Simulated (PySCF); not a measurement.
# C3H7NSi (SMILES C#CCN[SiH3]) at 6 levels

Aim: a comparison of 6 runs (MP2/STO-3G, MP2/3-21G, MP2/6-31G, MP2/6-31G*, MP2/6-31G**, MP2/6-311G**) of C3H7NSi. Input form: a Python script.

Program for the calculation: PySCF 2.14.0.

## Step 1: The molecule

C3H7NSi: 12 atoms, total charge 0, spin state singlet. SMILES: `C#CCN[SiH3]`. The coordinates come from a GFN2-xTB relaxation. This is one conformer, not always the lowest.

Bond lengths: C1–C2 1.197 Å, C2–C3 1.452 Å, C3–N4 1.447 Å, N4–Si5 1.716 Å, C1–H6 1.049 Å, C3–H7 1.103 Å, C3–H8 1.094 Å, N4–H9 1.009 Å, Si5–H10 1.459 Å, Si5–H11 1.473 Å, Si5–H12 1.464 Å. Some angles: C1–C2–C3 176.5°, C2–C3–N4 111.1°, C3–N4–Si5 123.7°, C2–C1–H6 178.0°, C2–C3–H7 108.4°, C2–C3–H8 109.3°, N4–C3–H7 112.0°, N4–C3–H8 108.1°, C3–N4–H9 111.6°, Si5–N4–H9 119.0°.

## Step 2: A single-point energy at MP2/STO-3G (run 1)

Input file input.py:

```python
from pyscf import gto, scf, mp

molecule = gto.M(
    atom='''
C   -1.558630   2.268480   1.198220
C   -0.958100   1.241460   1.069550
C   -0.174200   0.037440   0.857370
N    0.423730   0.031640  -0.460540
Si   0.845230  -1.398840  -1.308700
H   -2.108570   3.151660   1.332510
H    0.584260  -0.030410   1.655540
H   -0.826170  -0.837410   0.938900
H    0.949750   0.875200  -0.633300
H    1.246200  -0.926670  -2.629700
H    1.935660  -2.181960  -0.702510
H   -0.359170  -2.230600  -1.317350
''',
    verbose=3,
    max_memory=1860,
    charge=0,
    basis='sto-3g',
)

calc0 = scf.RHF(molecule)
calc0.conv_tol = 1e-10
calc0.kernel()
if not calc0.converged:
    calc0 = calc0.newton().run(calc0.mo_coeff, calc0.mo_occ)

pt = mp.MP2(calc0, frozen=9).run()
etot = pt.e_tot
print('E = %.10f Eh' % etot)
```

Run with:

```console
$ OMP_NUM_THREADS=1 python input.py
```

What it wrote:

```text
converged SCF energy = -455.543446043102
E(RMP2) = -455.820382529591  E_corr = -0.276936486489768
E(SCS-RMP2) = -455.834685515594  E_corr = -0.291239472492155
E = -455.8203825296 Eh
```

Run time: 0.88 s. Hardware: 1 thread of Arm Neoverse V1, shared host; peak memory 0.14 GiB.

## Step 3: The energy at MP2/3-21G (run 2)

Input file start.xyz:

```xyz
12

C     -1.558630     2.268480     1.198220
C     -0.958100     1.241460     1.069550
C     -0.174200     0.037440     0.857370
N      0.423730     0.031640    -0.460540
Si     0.845230    -1.398840    -1.308700
H     -2.108570     3.151660     1.332510
H      0.584260    -0.030410     1.655540
H     -0.826170    -0.837410     0.938900
H      0.949750     0.875200    -0.633300
H      1.246200    -0.926670    -2.629700
H      1.935660    -2.181960    -0.702510
H     -0.359170    -2.230600    -1.317350
```

Input file input.py:

```python
from pyscf import gto, mp

mol = gto.M(
    atom='start.xyz',
    basis='3-21g',
    max_memory=1860,
    charge=0,
    spin=0,
    verbose=4,
)

mf = mol.RHF()
mf.conv_tol = 1e-10
mf.kernel()
if not mf.converged:
    mf = mf.newton().run(mf.mo_coeff, mf.mo_occ)

pt = mp.MP2(mf, frozen=9).run()
e_tot = pt.e_tot
print('E = %.10f Eh' % e_tot)
```

Run with:

```console
$ OMP_NUM_THREADS=1 python input.py
```

What it wrote:

```text
PySCF version 2.14.0

[... 70 lines left out ...]
converged SCF energy = -458.501554368545
[... 1 line left out ...]
******** <class 'pyscf.mp.mp2.RMP2'> ********
nocc = 14, nmo = 54
frozen orbitals 9
E(RMP2) = -458.927908391629  E_corr = -0.426354023083698
E(SCS-RMP2) = -458.930658172516  E_corr = -0.429103803971146
E_corr(same-spin) = -0.0952165658414908
E_corr(oppo-spin) = -0.331137457242208
E = -458.9279083916 Eh
```

It took 1.1 s on 1 thread of Arm Neoverse V1, shared host; peak memory 0.17 GiB.

Runs 3 to 5 aren't shown in full; the table further down has their settings and results.

## Step 4: The energy at MP2/6-311G(d,p) (run 6)

Input file input.py:

```python
# C#CCN[SiH3]
from pyscf import gto, mp

system = gto.Mole()
system.atom = '''
C     -1.558630     2.268480     1.198220
C     -0.958100     1.241460     1.069550
C     -0.174200     0.037440     0.857370
N      0.423730     0.031640    -0.460540
Si     0.845230    -1.398840    -1.308700
H     -2.108570     3.151660     1.332510
H      0.584260    -0.030410     1.655540
H     -0.826170    -0.837410     0.938900
H      0.949750     0.875200    -0.633300
H      1.246200    -0.926670    -2.629700
H      1.935660    -2.181960    -0.702510
H     -0.359170    -2.230600    -1.317350
'''
system.charge = 0
system.basis = '6-311g**'
system.spin = 0
system.verbose = 3
system.max_memory = 1860
system.build()

mf = system.RHF()
mf.conv_tol = 1e-10
mf.kernel()
if not mf.converged:
    mf = mf.newton().run(mf.mo_coeff, mf.mo_occ)

pt = mp.MP2(mf, frozen=9).run()
energy = pt.e_tot
print('Final energy', energy)
```

Run with:

```console
$ OMP_NUM_THREADS=1 python input.py
```

What it wrote:

```text
converged SCF energy = -461.04778803873
E(RMP2) = -461.742560020767  E_corr = -0.694771982036414
E(SCS-RMP2) = -461.740950706689  E_corr = -0.69316266795896
Final energy -461.74256002076686
```

Wall time 8.4 s (1 thread of Arm Neoverse V1, shared host); peak memory 0.65 GiB.

## Step 5: All runs side by side

```tsv
run	level	energy (Eh)	dipole moment (D) of the reference	HOMO energy (eV)	LUMO energy (eV)	wall time
1	MP2/STO-3G	-455.820383	1.02	-7.70	10.50	0.88 s
2	MP2/3-21G	-458.927908	0.92	-9.93	4.32	1.1 s
3	MP2/6-31G	-461.281511	0.94	-9.97	3.76	1.6 s
4	MP2/6-31G* (spherical functions)	-461.582477	0.82	-10.09	3.88	2.6 s
5	MP2/6-31G** (spherical functions)	-461.641141	0.81	-10.07	3.88	4.2 s
6	MP2/6-311G**	-461.742560	0.78	-10.21	3.28	8.4 s
```

## Step 6: Results

| quantity | value |
| --- | --- |
| run 6: total energy | -461.74256 Eh |
| run 6: dipole moment (Hartree–Fock density) | 0.78 D |
| run 6: HOMO energy (Hartree–Fock orbitals) | -10.21 eV |
| run 6: LUMO energy (Hartree–Fock orbitals) | 3.28 eV |
| run 6: HOMO–LUMO gap (Hartree–Fock orbitals) | 13.49 eV |
| run 6: correlation energy (9 core orbitals frozen) | -694.8 mEh |

In words: In run 1 the basis is minimal, so the values are rough. All runs together took 19 s, the longest 8.4 s.
